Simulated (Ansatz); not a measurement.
# InClF2 (SMILES [F][In]([F])[Cl]): HSE06/def2-SVP (core potential)

What is the electronic atomisation energy of InClF2 at HSE06/def2-SVP (core potential)? 

The calculation is run with Ansatz 0.2.0.

54 further runs of the same task are left out: 3 that didn't finish, 51 set aside as unsound or not needed.

## (1) The structure to begin with

InClF2 has 4 atoms, charge 0, and is taken as a singlet. SMILES: `[F][In]([F])[Cl]`. Geometry: relaxed at PBE0-D4/def2-TZVP.

Bond lengths: F1–In2 1.923 Å, In2–F3 1.923 Å, In2–Cl4 2.277 Å. Angles: F1–In2–F3 114.8°, F1–In2–Cl4 122.6°, F3–In2–Cl4 122.6°.

## (2) A single-point energy at HSE06/def2-SVP (core potential)

The input, job.yaml:

```yaml
crystal:
  periodic: [false, false, false]
  atoms:
    - {symbol: F, position_ang: [0.588200, 0.614600, 1.749600]}
    - {symbol: In, position_ang: [0.046700, -0.040500, 0.025100]}
    - {symbol: F, position_ang: [0.831500, -1.720700, -0.482100]}
    - {symbol: Cl, position_ang: [-1.410900, 1.086300, -1.312800]}
basis:
  gaussian: {orbitals: def2-SVP}
output: {orbitals: {seedname: orbitals}}
hamiltonian: {xc: hse06}
accuracy: high
```

Launch:

```console
$ ansatz run job.yaml --threads 1 --pin off --max-ram 3480MiB --events-out events.jsonl --progress --plain --runs-dir runs
```

The program printed:

```text
Warning: RAYON_NUM_THREADS=1 ignored (pool sized by the plan → 1); use --threads N
Functional definition: HSE06
  name "HSE06"
  parameter a = 0.25
  parameter omega = 0.11/bohr
  exchange = pbe_x - a*pbe_x_sr(omega) + a*exact_x_sr(omega)
  correlation = pbe_c
1486 factors; integrals over basis functions are off by at most 3.0e-9 eV
87 factors; integrals over basis functions are off by at most 1.1e-9 eV
mean field evaluation 1: about -23109.6279 eV, gradient 5.2e1 eV
mean field evaluation 2: about -23088.4423 eV, gradient 1.2e2 eV
mean field evaluation 4: about -23114.3903 eV, gradient 5.3e0 eV
mean field evaluation 8: about -23114.5345 eV, gradient 1.6e-1 eV
mean field evaluation 16: about -23114.5345 eV, gradient 8.8e-6 eV
mean field -23114.53454736 eV, -849.4434770213 hartree, gradient 2.3e-8 eV, S^2 0.000000; 0 other end points of the search recorded, 0 dependent functions left out
reference -23114.53455179 eV, -849.4434771839 hartree; 28, 28 occupied and 44, 44 virtual orbitals, 1486 factors
Total energy: -23114.53455179 eV, -849.4434771839 hartree
```

It took 4.8 s on 1 thread of Arm Neoverse V2, shared host; peak memory 0.23 GiB.

## (3) The Cl atom at the same level

The input, molecule.yaml:

```yaml
crystal:
  periodic: [false, false, false]
  atoms:
    - {symbol: Cl, position_ang: [0.000000, 0.000000, 0.000000]}
basis:
  gaussian:
    orbitals: def2-SVP
magnetization:
  spin_polarized: true
  initial_magnetization: 1
hamiltonian:
  xc: hse06
accuracy: high
```

Run the same way, it converges to -459.83072 Eh (log not shown).

## (4) The F atom at the same level

The input, molecule.yaml:

```yaml
crystal:
  periodic: [false, false, false]
  atoms:
    - {symbol: F, position_ang: [0.000000, 0.000000, 0.000000]}
basis:
  gaussian:
    orbitals: def2-SVP
magnetization:
  spin_polarized: true
  initial_magnetization: 1
hamiltonian:
  xc: {name: HSE06}
accuracy: high
```

Launch:

```console
$ ansatz run molecule.yaml --threads 1 --pin off --max-ram 3480MiB --events-out events.jsonl --progress --plain --runs-dir runs
```

The program printed, cut to the lines that bear on the results:

```text
Warning: RAYON_NUM_THREADS=1 ignored (pool sized by the plan → 1); use --threads N
[... 6 set-up lines as earlier in the session ...]
95 factors; integrals over basis functions are off by at most 1.3e-9 eV
26 factors; integrals over basis functions are off by at most 5.7e-10 eV
mean field evaluation 1: about -2708.6973 eV, gradient 4.8e0 eV
mean field evaluation 2: about -2708.7528 eV, gradient 1.8e0 eV
mean field evaluation 4: about -2708.7627 eV, gradient 1.9e-2 eV
mean field evaluation 8: about -2708.7625 eV, gradient 1.2e-4 eV
mean field -2708.76248407 eV, -99.5451852242 hartree, gradient 5.0e-8 eV, S^2 0.751076; 0 other end points of the search recorded, 0 dependent functions left out
reference -2708.76248454 eV, -99.5451852415 hartree; 5, 4 occupied and 9, 10 virtual orbitals, 95 factors
Total energy: -2708.76248454 eV, -99.5451852415 hartree
```

Wall time 0.4 s (1 thread of Arm Neoverse V2, shared host).

## (5) The In atom, same level

The input, molecule.yaml:

```yaml
crystal:
  periodic: [false, false, false]
  atoms:
    - {symbol: In, position_ang: [0.000000, 0.000000, 0.000000]}
basis:
  gaussian:
    orbitals: def2-SVP
magnetization:
  spin_polarized: true
  initial_magnetization: 1
hamiltonian:
  xc: hse06
accuracy: high
```

Run the same way, it converges to -190.10840 Eh (log not shown).

## (6) What came out

Level: HSE06/def2-SVP (core potential).

| quantity | value |
| --- | --- |
| molecule: total energy | -849.44348 Eh |
| molecule: HOMO energy | -9.34 eV |
| molecule: LUMO energy | -3.40 eV |
| molecule: HOMO–LUMO gap | 5.94 eV |
| Cl atom: total energy | -459.83072 Eh |
| Cl atom: ⟨S²⟩ | 0.752 |
| F atom: total energy | -99.54519 Eh |
| F atom: ⟨S²⟩ | 0.751 |
| In atom: total energy | -190.10840 Eh |
| In atom: ⟨S²⟩ | 0.753 |
| electronic atomisation energy | 11.265 eV |

**Reading.** Taking the molecule apart into free atoms costs 11.27 eV (260 kcal/mol), before zero-point energy and without spin-orbit coupling.
